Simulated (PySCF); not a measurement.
# H2O2Pb (Pb(OH)22+): the cost of one run

Method: PBE0, Pb def2-SVP with ECP60, O def2-SVP, H def2-SVP; scalar-relativistic core potentials, no spin–orbit coupling; program: PySCF 2.14.0.

1 further run of the same task is left out (for a known fault of the program).

## 1. The system as given

5 atoms, charge 2, spin multiplicity 1.

Bond lengths: Pb1–O2 2.001 Å, Pb1–O4 2.001 Å, O2–H3 0.997 Å, O4–H5 0.997 Å. Angles: O2–Pb1–O4 158.0°, Pb1–O2–H3 115.1°, Pb1–O4–H5 115.1°.

Coordinates:

```xyz
5
H2O2Pb
Pb    0.0000    0.0000    0.5417
O     1.9616    0.0939    0.9241
H     2.5539   -0.1331    0.1548
O    -1.9616   -0.0939    0.9241
H    -2.5539    0.1331    0.1548
```

Formal oxidation states: Pb +4. An earlier session relaxed this geometry at PBE0, Pb def2-SVP with ECP60, O def2-SVP, H def2-SVP (singlet, point group C2).

Its energy there is -343.323499 Eh.

## 2. One electron removed, multiplicity 2

run.py (the lines that set the calculation)

```python
mol = gto.M(atom='''
Pb     0.00000     0.00000     0.54168
O      1.96165     0.09393     0.92412
H      2.55385    -0.13314     0.15481
O     -1.96165    -0.09393     0.92412
H     -2.55385     0.13314     0.15481''',
    basis={'Pb': 'def2-SVP', 'O': 'def2-SVP', 'H': 'def2-SVP'},
    ecp={'Pb': 'def2-SVP'},
    charge=3, spin=1)
mf = dft.UKS(mol, xc='PBE0')
mf.grids.atom_grid = (50, 194)
mf = mf.density_fit()  # fitting sets: Pb def2-universal-JKFIT, O def2-universal-JKFIT, H def2-universal-JKFIT
mf.conv_tol = 1e-08; mf.max_cycle = 55
mf.kernel(dm0)  # dm0: the density of the relaxed state
```

Command:

```bash
OMP_NUM_THREADS=2 python run.py
```

**Question.** How long does this run take on 2 threads of Arm Neoverse V1, shared host?

About 1.9 s.
